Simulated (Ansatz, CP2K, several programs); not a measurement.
Energy against volume for Ba2TeS, ordered on the rocksalt lattice (R-3m) with 4 atoms a cell, at fixed shape and fractional coordinates, computed by several methods (PBE and r2SCAN, where shown, with plane waves in Ansatz); the cell shown is that of r2SCAN. With free coordinates or axes held, a curve is too stiff, and on another method's shape its minimum isn't the method's own volume. Space group R-3m (No. 166), trigonal; a = 4.751 Å, c = 23.468 Å in the conventional setting, 38.23 Å³ an atom. Around S lie 6 Ba at 3.27 Å; around Te lie 6 Ba at 3.47 Å; around Ba lie 3 S at 3.27 Å and 3 Te at 3.47 Å. Values at 0 K without nuclear motion; spin polarisation is off, and the phase may be a hypothetical one. Energies count from each curve's lowest point; fits are third-order Birch-Murnaghan.

```xyz
4
Lattice="2.3756 1.3716 7.8225 -2.3756 1.3716 7.8225 0.0000 -2.7431 7.8225" Properties=species:S:1:pos:R:3 pbc="T T T"
S     2.3756    1.3716    7.8225
Te    0.0000    0.0000   11.7338
Ba    0.0000    0.0000    6.0438
Ba    0.0000    0.0000   17.4238
```

light PBE (260 eV, its own mesh), on the shape of the cell shown:
```
V (Å³/atom)  E (meV/atom)
     35.174         45.88
     36.703         11.93
     38.232          0.00
     39.762          1.76
     41.291         18.23
     42.820         43.05
```
The points scatter about a smooth fit, as a low cutoff and a light mesh can make them, so no fit is quoted.

r2SCAN, on the shape of its own relaxed cell:
```csv
V (Å³/atom),E (meV/atom)
35.938,17.77
37.085,4.23
38.232,0.00
39.379,3.67
40.526,14.08
```
V₀ = 38.24 Å³ an atom and B₀ = 37 GPa.

PBE/SZV (CP2K), on the shape of the cell shown:
```csv
V (Å³/atom),E (meV/atom)
33.644,372.83
35.938,207.92
38.232,101.14
40.526,35.96
42.820,0.00
```
The lowest point is an end point, so the minimum isn't bracketed.

Problem. PBE/DZVP (CP2K), on the shape of the cell shown, gives
```csv
V (Å³/atom),E (meV/atom)
33.644,111.21
35.938,32.26
38.232,0.00
40.526,1.58
42.820,27.73
```
What equilibrium volume and bulk modulus follow?

Solution. V₀ = 39.22 Å³ an atom and B₀ = 35 GPa.

PBE, on the shape of its own relaxed cell:
```
V (Å³/atom)  E (meV/atom)
     35.993         16.40
     37.142          3.85
     38.291          0.00
     39.439          3.55
     40.588         13.38
```
V₀ = 38.28 Å³ an atom and B₀ = 34 GPa.
